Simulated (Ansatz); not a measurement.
LiBe in Ansatz: convergence with k mesh

Input of the first run (k mesh 4 × 2 × 2); the others differ in this setting and in those tied to it:

input.yaml

```yaml
crystal:
  lattice:
    - [2.2959861536, 0.0, 0.0]
    - [0.0, 3.61277298, 0.0]
    - [-0.4017425219, 0.0, 5.5135259934]
  atoms:
    - { symbol: Be, position: [0.24358192, 0.75, 0.42382836] }
    - { symbol: Be, position: [0.75641808, 0.25, 0.57617164] }
    - { symbol: Li, position: [0.26315244, 0.75, 0.84514226] }
    - { symbol: Li, position: [0.73684756, 0.25, 0.15485774] }
hamiltonian:
  xc: pbe
  pseudopotentials: { kind: nc, accuracy: standard }
kpoints:
  mp_grid: { grid: [4, 2, 2] }
scf:
  occupations: { method: cold, width: 0.1 }
output:
  forces: true
  stress: true
  eigenvalues: true
```

Potentials or basis: PseudoDojo standard (PBE files).

Launch:

```bash
$ ansatz run input.yaml --threads 2 --pin off --max-ram 5632MiB --backend cpu --events-out ev --progress --plain --runs-dir out
```

The cell comes from a database or a generator and needn't be the stable form of this composition.

Hardware: 2 threads of Arm Neoverse V1, with other jobs on the host.

| k mesh | energy less the tightest run, at zero smearing (meV/atom) | pressure (GPa) | largest force (eV/Å) | SCF cycles | CPU time (s) | peak memory (GiB) |
| --- | --- | --- | --- | --- | --- | --- |
| 4 × 2 × 2 | -16.25 | -0.75 | 0.433 | 6 | 1.2 | 0.3 |
| 4 × 3 × 2 | -51.49 | -0.33 | 0.013 | 6 | 1.2 | 0.3 |
| 5 × 4 × 3 | 11.79 | -0.01 | 0.028 | 7 | 2.3 | 0.33 |
| 7 × 4 × 3 | 13.99 | 0.25 | 0.068 | 8 | 3.4 | 0.35 |
| 8 × 5 × 4 | 6.10 | 0.08 | 0.072 | 8 | 5 | 0.37 |
| 10 × 7 × 5 | 0.15 | 0.00 | 0.060 | 7 | 11 | 0.44 |
| 13 × 8 × 6 | 4.49 | 0.04 | 0.029 | 8 | 21 | 0.58 |
| 16 × 10 × 7 | 1.10 | 0.04 | 0.069 | 7 | 36 | 0.77 |
| 19 × 12 × 8 | 0.00 | 0.03 | 0.024 | 6 | 48 | 1 |

Against the tightest run, the pressure stays within 0.1 GPa from 8 × 5 × 4 on. Not settled before the last step: the energy (to 1 meV/atom), the largest force (to 0.005 eV/Å). Meshes of other sizes hit other points, so gaps and Fermi surfaces needn't settle smoothly. The tightest run that finished is the yardstick and may itself not be fully converged.
